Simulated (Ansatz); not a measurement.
# LaAgSb2: the cost of one run

Program: Ansatz 0.2.0. Level of theory: DFT PBEsol, scalar-relativistic, plane waves, PAW. These are calculated values, not measurements.

1 further run of the same task is left out (set aside as unsound or not needed).

**1. Starting point**

It takes space group P4/nmm (No. 129, tetragonal). The conventional cell has a = 4.373 Å, b = 4.373 Å, c = 10.684 Å, α = 90.00°, β = 90.00°, γ = 90.00°. Around La (site symmetry 4mm) lie 8 Sb at 3.23 to 3.38 Å and 4 Ag at 3.52 Å. Ag (site symmetry -4m2) has 4 Sb at 2.84 Å and 4 Ag at 3.09 Å as nearest neighbours. Sb (site symmetry 4mm) is surrounded by 4 Ag at 2.84 Å and 4 La at 3.23 Å. Sb (site symmetry -4m2) is surrounded by 4 Sb at 3.09 Å and 4 La at 3.38 Å.

As a file:

```
La Ag Sb
1.0
     4.37331    0.00000    0.00000
     0.00000    4.37331    0.00000
     0.00000    0.00000   10.68395
La Ag Sb
2 2 4
Direct
  0.00000 0.50000 0.25859
  0.50000 0.00000 0.74141
  0.00000 0.00000 0.00000
  0.50000 0.50000 0.00000
  0.00000 0.50000 0.82989
  0.50000 0.00000 0.17011
  0.00000 0.00000 0.50000
  0.50000 0.50000 0.50000
```

It goes back to an entry of the Materials Project.

It is the result of an earlier relaxation at this level (volume 25.54 Å³/atom; gap on the mesh: none (metal)).

**2. The cell scaled to 0.97 of its volume**

The input, input.yaml:

```yaml
crystal:
  lattice:
    - [4.3291305491, 0.0, 0.0]
    - [0.0, 4.3291305491, 0.0]
    - [0.0, 0.0, 10.5760261883]
  atoms:
    - { symbol: La, position: [0.0, 0.5, 0.258593519] }
    - { symbol: La, position: [0.5, 0.0, 0.741406481] }
    - { symbol: Ag, position: [0.0, 0.0, 0.0] }
    - { symbol: Ag, position: [0.5, 0.5, 0.0] }
    - { symbol: Sb, position: [0.0, 0.5, 0.8298923019] }
    - { symbol: Sb, position: [0.5, 0.0, 0.1701076981] }
    - { symbol: Sb, position: [0.0, 0.0, 0.5] }
    - { symbol: Sb, position: [0.5, 0.5, 0.5] }
basis:
  ecutwfc: 420
kpoints:
  mp_grid: { grid: [8, 8, 4] }
hamiltonian:
  xc: pbesol
scf:
  occupations: { method: gaussian, width: 0.1 }
output:
  forces: true
  stress: true
  eigenvalues: true
relax:
  adjacent_minimum: "off"
  f_tol: 0.01
  max_steps: 30
  cell: { stress_tol: 0.1, fix: [volume] }
```

Run with:

```console
ansatz run input.yaml --threads 4 --pin off --max-ram 10240MiB --backend cpu --events-out ev --progress --plain --runs-dir out
```

Q: Estimate wall time and peak memory on 4 threads of Arm Neoverse V2, shared host.

About 42 s, with a peak of 0.96 GiB.
